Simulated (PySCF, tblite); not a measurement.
# C4H13AsSi: a rotation path, then NMR shifts on frames, part 2 of 2

tblite 0.8.0 and PySCF 2.14.0. Atoms count from 0.

## Step 5: Nuclear shieldings: image 4, PBE0/pcSseg-1

Job settings and geometry (Å):

```
{"job": {"kind": "nmr", "xc": "PBE0", "basis": "pcSseg-1", "pop": false}, "charge": 0, "multiplicity": 1}
C     -1.418600    -0.051600    -1.189300
C     -0.520900    -0.008900     0.045500
C     -1.283100     0.655500     1.190200
C     -0.177900    -1.442000     0.450600
Si     1.102600     0.975300    -0.329700
As     2.936000    -0.414300     0.029200
H     -1.699600     0.953700    -1.495400
H     -0.911100    -0.532300    -2.022900
H     -2.333300    -0.610000    -0.983300
H     -1.573700     1.668700     0.921400
H     -0.668100     0.705300     2.086900
H     -2.187600     0.094200     1.428700
H      0.453200    -1.455700     1.343200
H     -1.079700    -2.011800     0.672600
H      0.356400    -1.956400    -0.352600
H      1.166200     2.147400     0.564700
H      1.007100     1.551000    -1.684400
H      3.902700     0.653800    -0.371800
H      2.919300    -0.912800    -1.384700
```

Method: GIAO PBE0/pcSseg-1 NMR shielding, non-relativistic, gas phase.

Log:

```text
coarse grid: 66600 points
cycle   1  E = -2684.7027807274  dE = -5.515e-01  |g| = 7.668e-01  |ddm| = 3.744e+00
cycle   2  E = -2684.6889090299  dE =  1.387e-02  |g| = 6.463e-01  |ddm| = 8.314e-01
cycle   3  E = -2684.7544436720  dE = -6.553e-02  |g| = 1.360e-01  |ddm| = 6.043e-01
cycle   4  E = -2684.7589244720  dE = -4.481e-03  |g| = 3.977e-02  |ddm| = 1.684e-01
cycle   5  E = -2684.7592609996  dE = -3.365e-04  |g| = 6.842e-03  |ddm| = 3.813e-02
cycle   6  E = -2684.7592722718  dE = -1.127e-05  |g| = 1.134e-03  |ddm| = 7.955e-03
cycle   7  E = -2684.7592725722  dE = -3.004e-07  |g| = 2.751e-04  |ddm| = 1.682e-03
final grid: 139672 points
cycle   8  E = -2684.7592820190  dE = -1.384e-07  |g| = 2.648e-04  |ddm| = 2.824e-03
cycle   9  E = -2684.7592820176  dE =  1.375e-09  |g| = 2.861e-04  |ddm| = 6.464e-04
cycle  10  E = -2684.7592820368  dE = -1.920e-08  |g| = 3.305e-05  |ddm| = 3.170e-04
cycle  11  E = -2684.7592820371  dE = -2.788e-10  |g| = 9.895e-06  |ddm| = 4.331e-05
converged SCF energy = -2684.7592820371

GIAO shielding tensors (ppm)
atom      isotropic    diamagn.    paramagn.     s11        s22        s33       span
  0 C      153.872     247.615     -93.743    133.778    145.696    182.141     48.362
  1 C      169.518     247.780     -78.262    166.422    170.681    171.451      5.029
  2 C      153.257     247.512     -94.255    132.142    146.199    181.432     49.290
  3 C      153.033     249.103     -96.070    136.507    146.915    175.677     39.170
  4 Si     369.791     881.211    -511.421    317.441    345.963    445.968    128.527
  5 As    2029.664    2878.665    -849.000   1897.191   1978.034   2213.768    316.578
  6 H       30.470      31.221      -0.751     26.374     27.994     37.042     10.668
  7 H       30.534      31.407      -0.874     25.945     28.939     36.717     10.773
  8 H       30.814      31.182      -0.369     27.046     28.131     37.264     10.217
  9 H       30.444      31.115      -0.670     26.354     27.966     37.014     10.660
 10 H       30.439      31.107      -0.668     25.927     28.837     36.553     10.626
 11 H       30.837      31.099      -0.262     27.072     28.120     37.317     10.246
 12 H       30.094      31.730      -1.636     24.945     30.464     34.871      9.926
 13 H       30.809      31.679      -0.871     26.873     28.580     36.973     10.101
 14 H       30.685      32.414      -1.729     25.625     31.164     35.267      9.642
 15 H       27.431      30.200      -2.769     23.079     26.941     32.272      9.193
 16 H       27.133      30.387      -3.253     22.750     26.554     32.096      9.346
 17 H       30.231      28.961       1.270     22.490     23.929     44.273     21.783
 18 H       30.033      29.992       0.042     22.079     25.358     42.663     20.584
```

Run time: 72 s. Hardware: 1 thread of Intel Xeon at 2.50GHz, shared host; peak memory 0.89 GiB.

This run: δ C3 33.9, C2 33.7, C0 33.1, C1 17.4, H16 4.58, H15 4.29 ppm.

## Step 6: Shielding tensors: image 6, PBE0/pcSseg-1

Job settings and geometry (Å):

```
{"job": {"kind": "nmr", "xc": "PBE0", "basis": "pcSseg-1", "pop": false}, "charge": 0, "multiplicity": 1}
C     -1.220200    -0.186700    -1.226900
C     -0.504900    -0.016100     0.111500
C     -1.418200     0.736900     1.075100
C     -0.204500    -1.399500     0.685800
Si     1.145800     0.949200    -0.139200
As     2.859600    -0.569400    -0.547700
H     -1.466000     0.781300    -1.658800
H     -0.592800    -0.728400    -1.934100
H     -2.149200    -0.745600    -1.102700
H     -1.663000     1.721300     0.682900
H     -0.935100     0.868800     2.040600
H     -2.349500     0.191000     1.232100
H      0.340900    -1.321800     1.627600
H     -1.124000    -1.953200     0.872800
H      0.401700    -1.983900    -0.013000
H      1.431400     1.698700     1.099700
H      0.928300     1.979900    -1.171400
H      3.870100     0.524700    -0.684500
H      2.639900    -0.537900    -2.030400
```

Method: GIAO PBE0/pcSseg-1 NMR shielding, non-relativistic, gas phase.

Log:

```text
coarse grid: 66600 points
cycle   1  E = -2684.7043652034  dE = -5.476e-01  |g| = 7.674e-01  |ddm| = 3.746e+00
cycle   2  E = -2684.6896711710  dE =  1.469e-02  |g| = 6.495e-01  |ddm| = 8.454e-01
cycle   3  E = -2684.7561558142  dE = -6.648e-02  |g| = 1.375e-01  |ddm| = 6.150e-01
cycle   4  E = -2684.7607411876  dE = -4.585e-03  |g| = 3.988e-02  |ddm| = 1.717e-01
cycle   5  E = -2684.7610769757  dE = -3.358e-04  |g| = 6.820e-03  |ddm| = 3.824e-02
cycle   6  E = -2684.7610881674  dE = -1.119e-05  |g| = 1.152e-03  |ddm| = 8.082e-03
cycle   7  E = -2684.7610884851  dE = -3.177e-07  |g| = 2.732e-04  |ddm| = 1.747e-03
final grid: 139672 points
cycle   8  E = -2684.7611712338  dE = -1.019e-07  |g| = 2.727e-04  |ddm| = 2.483e-03
cycle   9  E = -2684.7611712331  dE =  6.848e-10  |g| = 2.812e-04  |ddm| = 6.823e-04
cycle  10  E = -2684.7611712532  dE = -2.011e-08  |g| = 3.338e-05  |ddm| = 3.368e-04
cycle  11  E = -2684.7611712535  dE = -2.783e-10  |g| = 7.434e-06  |ddm| = 4.031e-05
converged SCF energy = -2684.7611712535

GIAO shielding tensors (ppm)
atom      isotropic    diamagn.    paramagn.     s11        s22        s33       span
  0 C      155.946     248.241     -92.296    137.399    145.812    184.626     47.226
  1 C      167.733     247.403     -79.669    164.247    168.835    170.119      5.871
  2 C      154.821     247.465     -92.644    133.799    145.829    184.835     51.036
  3 C      152.996     249.031     -96.034    137.719    146.672    174.598     36.879
  4 Si     372.199     881.274    -509.075    319.003    351.709    445.885    126.881
  5 As    2038.143    2878.762    -840.618   1909.850   1991.511   2213.069    303.219
  6 H       30.560      31.510      -0.949     26.485     27.995     37.201     10.716
  7 H       30.584      31.746      -1.162     25.540     30.144     36.067     10.527
  8 H       30.816      31.346      -0.530     27.184     27.993     37.270     10.087
  9 H       30.419      30.966      -0.547     26.230     28.006     37.021     10.791
 10 H       30.483      31.117      -0.633     25.999     28.473     36.978     10.979
 11 H       30.715      30.997      -0.282     26.864     27.973     37.307     10.443
 12 H       30.415      31.571      -1.156     26.247     28.777     36.223      9.976
 13 H       30.758      31.634      -0.877     26.903     28.470     36.899      9.996
 14 H       30.391      31.919      -1.528     24.610     31.472     35.091     10.481
 15 H       27.460      30.389      -2.929     22.988     26.890     32.503      9.515
 16 H       27.195      30.515      -3.320     23.012     26.179     32.394      9.382
 17 H       30.248      28.963       1.284     22.484     24.023     44.235     21.751
 18 H       30.035      29.944       0.091     22.018     25.327     42.760     20.742
```

Run time: 69 s. Hardware: 1 thread of Intel Xeon at 2.50GHz, shared host; peak memory 0.89 GiB.

Key values: δ C3 33.9, C2 32.1, C0 31.0, C1 19.2, H16 4.52, H15 4.26 ppm.

## Step 7: Shielding tensors: image 8, PBE0/pcSseg-1

Job settings and geometry (Å):

```
{"job": {"kind": "nmr", "xc": "PBE0", "basis": "pcSseg-1", "pop": false}, "charge": 0, "multiplicity": 1}
C     -1.017300    -0.336000    -1.227100
C     -0.479000    -0.043100     0.171700
C     -1.486300     0.814000     0.931400
C     -0.284200    -1.364300     0.911900
Si     1.212100     0.858300     0.027200
As     2.663500    -0.523500    -1.154900
H     -1.180000     0.587300    -1.781600
H     -0.311300    -0.955700    -1.787500
H     -1.965800    -0.871000    -1.174200
H     -1.656100     1.757500     0.417600
H     -1.125700     1.034000     1.933700
H     -2.442500     0.297200     1.019400
H      0.083700    -1.191100     1.921800
H     -1.225300    -1.910200     0.983300
H      0.434500    -1.998400     0.386200
H      1.715200     1.111500     1.390700
H      0.969700     2.188200    -0.563900
H      3.785700     0.455100    -1.017300
H      2.299300     0.099700    -2.469200
```

Level: GIAO PBE0/pcSseg-1 NMR shielding, non-relativistic, gas phase.

Log:

```text
coarse grid: 66600 points
cycle   1  E = -2684.7066786784  dE = -5.446e-01  |g| = 7.679e-01  |ddm| = 3.741e+00
cycle   2  E = -2684.6911188881  dE =  1.556e-02  |g| = 6.528e-01  |ddm| = 8.563e-01
cycle   3  E = -2684.7584715078  dE = -6.735e-02  |g| = 1.388e-01  |ddm| = 6.251e-01
cycle   4  E = -2684.7631511187  dE = -4.680e-03  |g| = 3.987e-02  |ddm| = 1.735e-01
cycle   5  E = -2684.7634822168  dE = -3.311e-04  |g| = 6.796e-03  |ddm| = 3.795e-02
cycle   6  E = -2684.7634933608  dE = -1.114e-05  |g| = 1.153e-03  |ddm| = 8.284e-03
cycle   7  E = -2684.7634936877  dE = -3.269e-07  |g| = 2.782e-04  |ddm| = 1.805e-03
final grid: 139672 points
cycle   8  E = -2684.7634527235  dE = -7.982e-08  |g| = 2.858e-04  |ddm| = 2.412e-03
cycle   9  E = -2684.7634527213  dE =  2.137e-09  |g| = 3.007e-04  |ddm| = 7.515e-04
cycle  10  E = -2684.7634527469  dE = -2.558e-08  |g| = 3.748e-05  |ddm| = 3.864e-04
cycle  11  E = -2684.7634527472  dE = -3.220e-10  |g| = 6.801e-06  |ddm| = 3.952e-05
converged SCF energy = -2684.7634527472

GIAO shielding tensors (ppm)
atom      isotropic    diamagn.    paramagn.     s11        s22        s33       span
  0 C      157.052     249.185     -92.133    142.722    144.811    183.622     40.900
  1 C      166.329     247.221     -80.892    161.691    167.519    169.776      8.085
  2 C      156.549     247.415     -90.865    139.849    142.617    187.182     47.333
  3 C      157.324     248.761     -91.436    141.748    145.465    184.760     43.011
  4 Si     373.528     881.359    -507.831    319.235    356.504    444.845    125.610
  5 As    2037.792    2878.772    -840.980   1908.340   1992.695   2212.340    304.000
  6 H       30.648      31.834      -1.186     26.796     28.012     37.137     10.341
  7 H       30.657      32.277      -1.620     24.907     31.830     35.233     10.325
  8 H       30.838      31.621      -0.783     27.134     28.098     37.282     10.148
  9 H       30.506      31.039      -0.533     26.100     28.234     37.184     11.083
 10 H       30.479      30.963      -0.483     26.091     28.148     37.199     11.109
 11 H       30.670      30.955      -0.285     26.775     27.951     37.283     10.508
 12 H       30.637      31.443      -0.806     26.763     27.905     37.242     10.479
 13 H       30.849      31.475      -0.626     27.196     28.110     37.240     10.044
 14 H       30.062      31.384      -1.322     24.238     30.965     34.983     10.745
 15 H       27.486      30.500      -3.014     23.234     26.403     32.822      9.588
 16 H       27.189      30.666      -3.477     22.782     26.230     32.556      9.773
 17 H       30.204      28.982       1.223     22.459     24.003     44.151     21.692
 18 H       30.038      29.970       0.068     21.886     25.416     42.811     20.925
```

Run time: 84 s. Hardware: 1 thread of Intel Xeon at 2.50GHz, shared host; peak memory 0.9 GiB.

This run: δ C2 30.4, C0 29.9, C3 29.6, C1 20.6, H16 4.53, H15 4.23 ppm.

## Step 8: Run by run: NMR shifts

Shifts (ppm) of some atoms, chosen among heavy atoms and hydrogens apart, with basis size and wall time:

```
  frame    C3    C2    C1   H14   H12    Si4  As5  functions  time
image 0  29.9  29.6  20.5  1.06  1.05  -24.2  -49        198  82 s
image 2  31.0  31.0  18.9  1.06  1.38  -22.8  -41        198  74 s
image 4  33.9  33.7  17.4  1.03  1.62  -20.6  -41        198  72 s
image 6  33.9  32.1  19.2  1.33  1.30  -23.0  -49        198  69 s
image 8  29.6  30.4  20.6  1.66  1.08  -24.4  -49        198  84 s
```

## Step 9: Results

What follows sums up all 2 parts.

```
                                         quantity                                                                             value
                                          barrier                                                0.067 eV (1.5 kcal/mol) at image 4
                            end to end (GFN2-xTB)                                                                          0.000 eV
  13C shifts against TMS (PBE0/pcSseg-1, image 0)                                                        30.3, 29.9, 29.6, 20.5 ppm
   1H shifts against TMS (PBE0/pcSseg-1, image 0)  4.52, 4.23, 1.67, 1.66, 1.50, 1.24, 1.20, 1.08, 1.06, 1.05, 1.05, 0.87, 0.86 ppm
 29Si shifts against TMS (PBE0/pcSseg-1, image 0)                                                                         -24.2 ppm
75As shifts against AsH3 (PBE0/pcSseg-1, image 0)                                                                           -49 ppm
                        range of the shift of As5                                                                    -49 to -41 ppm
```

What this shows: Along the band the dihedral turns by 121°, and the top (dihedral -121°) lies 1.5 kcal/mol above the start (GFN2-xTB, rough), so at room temperature this motion is fast. The top was not checked by a frequency run. Shifts at one fixed geometry are not the observed spectrum, which averages over the motion. In the first frame run (image 0): The widest tensor belongs to As5: span 306 ppm, with a paramagnetic part of -841 ppm. In ppm, As5 moves most: its shift spreads over 8 ppm, from -49 (image 6) to -41 (image 4). Spin-orbit coupling is left out, which matters for shieldings and couplings at and beside the heavy atoms.
